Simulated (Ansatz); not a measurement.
**AlClH₇NSi₂: a ladder of functionals and wavefunction methods**

One table from this session's results is given with a row withheld; the runs are named, their logs left out.

Program: Ansatz 0.2.0, Gaussian basis. Level of theory: functionals in def2-TZVPP, the program's frozen cores in correlated methods. These are calculated values, not measurements.

Plan: PBE-D4, r2SCAN-D4, PBE0-D4, B3LYP-D4, ωB97X-V, ωB97M-V, B2PLYP; CCSD(T)/def2-TZVPP; MP2/def2-QZVPP; extrapolation to the limit.

## Structure used throughout

All runs share one geometry, relaxed beforehand with PBE0-D4 in a triple-zeta def2 set.

SMILES `[NH2][AlH][SiH2][SiH2]Cl`, 12 atoms, charge 0, spin multiplicity 1.

Atoms are counted from 1 here; the program's logs count them from 0.

Bond lengths: N1–Al2 1.763 Å, N1–H6 1.007 Å, N1–H7 1.008 Å, Al2–Si3 2.452 Å, Al2–H8 1.585 Å, Si3–Si4 2.335 Å, Si3–H9 1.494 Å, Si3–H10 1.493 Å, Si4–Cl5 2.078 Å, Si4–H11 1.486 Å, Si4–H12 1.485 Å. Angles: Al2–N1–H6 125.4°, Al2–N1–H7 123.9°, H6–N1–H7 110.6°, N1–Al2–Si3 115.7°, N1–Al2–H8 118.9°, Si3–Al2–H8 125.4°, Al2–Si3–Si4 109.8°, Al2–Si3–H9 113.4°, Al2–Si3–H10 112.4°, Si4–Si3–H9 107.0°, Si4–Si3–H10 106.9°, H9–Si3–H10 107.1°, Si3–Si4–Cl5 108.3°, Si3–Si4–H11 111.7°, Si3–Si4–H12 114.8°, Cl5–Si4–H11 106.7°, Cl5–Si4–H12 106.3°, H11–Si4–H12 108.5°.

Set-up of the first run:

in.yaml reads:

```yaml
crystal:
  periodic: [false, false, false]
  atoms:
    - {symbol: N, position_ang: [-1.868361, 1.038735, 0.909386]}
    - {symbol: Al, position_ang: [-0.481550, 0.383348, 1.778153]}
    - {symbol: Si, position_ang: [1.401756, -0.340728, 0.384617]}
    - {symbol: Si, position_ang: [0.648161, -0.829912, -1.770378]}
    - {symbol: Cl, position_ang: [-0.431479, 0.801974, -2.470724]}
    - {symbol: H, position_ang: [-2.716993, 1.376303, 1.334698]}
    - {symbol: H, position_ang: [-1.904057, 1.150185, -0.092301]}
    - {symbol: H, position_ang: [-0.544198, 0.285156, 3.358439]}
    - {symbol: H, position_ang: [2.082058, -1.567644, 0.897882]}
    - {symbol: H, position_ang: [2.447732, 0.715763, 0.248068]}
    - {symbol: H, position_ang: [-0.279153, -1.991170, -1.778805]}
    - {symbol: H, position_ang: [1.723187, -1.077208, -2.765034]}
basis:
  gaussian: {orbitals: def2-TZVPP}
hamiltonian: {xc: pbe, dispersion: d4}
output: {forces: true, orbitals: {seedname: orbitals}}
```

Launch:

```sh
> ansatz run in.yaml --threads 4 --pin off --events-out ev --progress --plain --max-ram 10444MiB
```

Among the steps run: PBE-D4 (GGA); r2SCAN-D4 (meta-GGA); PBE0-D4 (hybrid); B3LYP-D4 (hybrid); ωB97X-V (range-separated); ωB97M-V (range-separated); B2PLYP (double hybrid); CCSD(T) in def2-TZVPP; MP2 in def2-QZVPP.

One table of the session follows, with a row left open; its other results are not shown here.

| method | atomisation energy (kcal/mol) |
| --- | --- |
| PBE-D4 | 862.6 |
| r2SCAN-D4 | 864.0 |
| PBE0-D4 | 855.8 |
| B3LYP-D4 | 862.0 |
| ωB97X-V | ? |
| ωB97M-V | 865.2 |
| B2PLYP | 848.6 |
| HF/def2-TZVPP | 632.7 |
| MP2/def2-TZVPP | 840.0 |
| CCSD/def2-TZVPP | 827.8 |
| CCSD(T)/def2-TZVPP | 838.7 |
| MP2/CBS | 867.2 |
| CCSD(T)/CBS | 865.9 |

Estimate the missing values for ωB97X-V.

As computed: atomisation energy (kcal/mol): 872.4. In the column «atomisation energy (kcal/mol)» it is the highest.

To keep in mind: Free atoms (1 N, 1 Al, 2 Si, 1 Cl, 7 H) were run apart at each level; the atomisation energy is their sum less the molecule, without zero-point or spin-orbit terms.
